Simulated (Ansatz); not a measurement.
# Co2Pd in Ansatz: the effect of fixed moment

Co2Pd:

```
CELL_PARAMETERS angstrom
2.63793 0.00000 0.00000
-1.31897 2.28451 0.00000
0.00000 0.00000 6.31934
ATOMIC_POSITIONS crystal
Pd 0.00000 0.00000 0.00000
Co 0.66667 0.33333 0.34978
Co 0.33333 0.66667 0.65022
```

The cell comes from a database or a generator and needn't be the stable form of this composition.

Alike in all runs:

* Program: Ansatz 0.2.0
* Task: single point
* Functional: PBEsol
* Potentials or basis: Ansatz PAW
* Cutoff: 420 eV (not typed: the program's choice for these potentials)
* k mesh: 10 × 10 × 4
* Occupations: fermi-dirac, width 0.05 eV

| fixed moment | spin | starting moments | energy over the lowest run (meV/atom) | pressure (GPa) |
| --- | --- | --- | --- | --- |
| 0 | collinear spin, program default start | - | 237.3 | -17.3 |
| 1 | collinear spin, ferromagnetic start | [0.0, 0.5, 0.5] μB | ? | ? |
| 2 | collinear spin, ferromagnetic start | [0.0, 1.0, 1.0] μB | 138.6 | -14.7 |
| 3 | collinear spin, ferromagnetic start | [0.0, 1.5, 1.5] μB | 44.9 | -12.1 |
| 4 | collinear spin, ferromagnetic start | [0.0, 2.0, 2.0] μB | 0.0 | -9.8 |
| 5 | collinear spin, ferromagnetic start | [0.0, 2.5, 2.5] μB | 131.1 | -5.2 |
| 6 | collinear spin, ferromagnetic start | [0.0, 3.0, 3.0] μB | 492.5 | 1.4 |
| 8 | collinear spin, ferromagnetic start | [0.0, 4.0, 4.0] μB | 1932.5 | 21.9 |

**Question.** What does the run with fixed moment 1 give?

**Answer.** Energy over the lowest run 211.5 meV/atom; pressure -16.5 GPa.

Worked out: A parabola through the other rows of the energy over the lowest run, of slope -219 meV/atom per unit of fixed moment there, gives 83.8 meV/atom, against the run's 211.5. A parabola through the other rows of the pressure, of slope 0.217 GPa per unit of fixed moment there, gives -16.9 GPa, against the run's -16.5.

Caveats: the total moment is fixed, so each spin has its own Fermi level; the PAW data sets come from PBE, with cores solved anew for the run's functional, which leaves a small shift of forces and pressure; the thresholds are loose for stress.
